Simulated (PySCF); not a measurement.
# F3O2Os (Os(O)2(F)3+): the cost of one run

The runs use PySCF 2.14.0; r2SCAN, Os def2-SVP with ECP60, O def2-SVP, F def2-SVP; scalar-relativistic core potentials, no spin–orbit coupling.

3 further runs of the same task are left out: 2 for a known fault of the program, 1 set aside as unsound or not needed.

**1. Where the work starts**

6 atoms, charge 1, spin multiplicity 1.

Bond lengths: Os1–O2 1.672 Å, Os1–O3 1.672 Å, Os1–F4 1.828 Å, Os1–F5 1.839 Å, Os1–F6 1.828 Å. Angles: O2–Os1–O3 108.2°, O2–Os1–F4 95.0°, O2–Os1–F5 125.8°, O2–Os1–F6 95.0°, O3–Os1–F4 95.3°, O3–Os1–F5 126.0°, O3–Os1–F6 95.3°, F4–Os1–F5 81.2°, F4–Os1–F6 162.4°, F5–Os1–F6 81.2°.

Geometry (Å):

```xyz
6
charge 1, multiplicity 1
Os    0.0580    0.0000    0.0458
O     0.2044    0.0000    1.7114
O     1.5939    0.0000   -0.6145
F    -0.1851    1.8062   -0.0925
F    -1.5220    0.0000   -0.8951
F    -0.1851   -1.8062   -0.0925
```

Formal oxidation states: Os +8. An earlier session relaxed this geometry at r2SCAN, Os def2-SVP with ECP60, O def2-SVP, F def2-SVP (singlet, point group C2v).

Its energy there is -539.805468 Eh.

**2. Atoms moved at random, σ = 0.06 Å**

Contents of run.py (the lines that set the calculation):

```python
mol = gto.M(atom='''
Os     0.09495     0.00156     0.03913
O      0.26606     0.02401     1.72152
O      1.59667     0.00285    -0.63253
F     -0.14654     1.89081    -0.13715
F     -1.56691    -0.04386    -0.81475
F     -0.28023    -1.87536    -0.11353''',
    basis={'Os': 'def2-SVP', 'O': 'def2-SVP', 'F': 'def2-SVP'},
    ecp={'Os': 'def2-SVP'},
    charge=1, spin=0)
mf = dft.RKS(mol, xc='R2SCAN')
mf.grids.atom_grid = (50, 194)
mf = mf.density_fit()  # fitting sets: Os def2-universal-JKFIT, O def2-universal-JKFIT, F def2-universal-JKFIT
mf.conv_tol = 1e-08; mf.max_cycle = 55
mf.kernel(dm0)  # dm0: the density of the relaxed state
```

Run with:

```
> OMP_NUM_THREADS=2 python run.py
```

**Question.** How long does this run take on 2 threads of Arm Neoverse V2, shared host?

About 4.8 s.
